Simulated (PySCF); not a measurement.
# C₆H₉NS₂Si: geometry, NMR shifts

Wanted: the NMR shifts of C₆H₉NS₂Si (`N#C[Si]1(C2CC2)SCCS1`), by calculation.

Programs: PySCF 2.14.0, with density-fitted response routines of our own. Each step states its level of theory. These are calculated values for one molecule, in the gas phase or a continuum, unless marked as measured. Atoms count from 0, in the outputs and in this text.

## 1. Starting geometry

19 atoms, charge 0, multiplicity 1; geometry from: GFN2-xTB.

Bonds of the start (Å): N0–C1 1.15, C1–Si2 1.87, Si2–C3 1.87, C3–C4 1.51, C4–C5 1.49, Si2–S6 2.15, S6–C7 1.82, C7–C8 1.51, C8–S9 1.83, S9–Si2 2.16, C5–C3 1.51, C3–H10 1.08, C4–H11 1.08, C4–H12 1.08, C5–H13 1.08, C5–H14 1.08, C7–H15 1.09, C7–H16 1.09, C8–H17 1.09, C8–H18 1.09.

## 2. Relaxing the molecule at PBE0-D3(BJ)/def2-SVP

What the job is given:

```
{"job": {"xc": "PBE0", "basis": "def2-SVP", "d3": "d3bj", "grid": 1, "kind": "geom"}, "charge": 0, "multiplicity": 1}
N     -0.803527     3.172348     1.240911
C     -0.522365     2.191438     0.721008
Si    -0.030424     0.591048    -0.120985
C     -1.482730    -0.177430    -1.020107
C     -2.859647    -0.030415    -0.429567
C     -2.189966    -1.358771    -0.408334
S      1.645920     0.959637    -1.419664
C      2.883556     0.487332    -0.165881
C      2.489605    -0.797941     0.522995
S      0.896892    -0.623851     1.401186
H     -1.430054    -0.161757    -2.101702
H     -3.683775     0.122851    -1.109572
H     -2.961417     0.510514     0.498938
H     -1.826212    -1.732950     0.537215
H     -2.548420    -2.130901    -1.072047
H      3.826802     0.364007    -0.697680
H      2.974803     1.308076     0.546138
H      2.387107    -1.612043    -0.195123
H      3.224049    -1.071940     1.279974
```

Launch:

```console
OMP_NUM_THREADS=1 python probes_run.py task.json out
```

This one command runs all jobs of the session in turn.

**Question.** This job is followed by: GIAO PBE0/pcSseg-1 NMR shielding, non-relativistic, IEF-PCM chloroform. Predict these results of the whole session: point group; rotational constants (main isotopes); 13C shifts against TMS (PBE0/pcSseg-1, chloroform, means over atoms taken as alike); 1H shifts against TMS (PBE0/pcSseg-1, chloroform, means over atoms taken as alike); 15N shifts against NH3 (PBE0/pcSseg-1, chloroform); 29Si shifts against TMS (PBE0/pcSseg-1, chloroform); 33S shifts against CS2 (PBE0/pcSseg-1, chloroform, means over atoms taken as alike).

**Answer**, as computed:

```
                                                                           quantity                             value
                                                                        point group                                C1
                                               rotational constants (main isotopes)              1.00, 0.76, 0.65 GHz
13C shifts against TMS (PBE0/pcSseg-1, chloroform, means over atoms taken as alike)        130.9, 43.0, 5.0, -1.1 ppm
 1H shifts against TMS (PBE0/pcSseg-1, chloroform, means over atoms taken as alike)  3.05, 2.93, 0.94, 0.56, 0.28 ppm
                                 15N shifts against NH3 (PBE0/pcSseg-1, chloroform)                         351.4 ppm
                                29Si shifts against TMS (PBE0/pcSseg-1, chloroform)                          25.1 ppm
33S shifts against CS2 (PBE0/pcSseg-1, chloroform, means over atoms taken as alike)                          -115 ppm
```

In words: The optimisation took 16 steps and gained 0.166 eV; among the close pairs (by a distance rule), Si2–C3 changed most, from 1.873 to 1.845 Å. At PBE0/pcSseg-1: The widest tensor belongs to N0: span 540 ppm, with a paramagnetic part of -422 ppm.
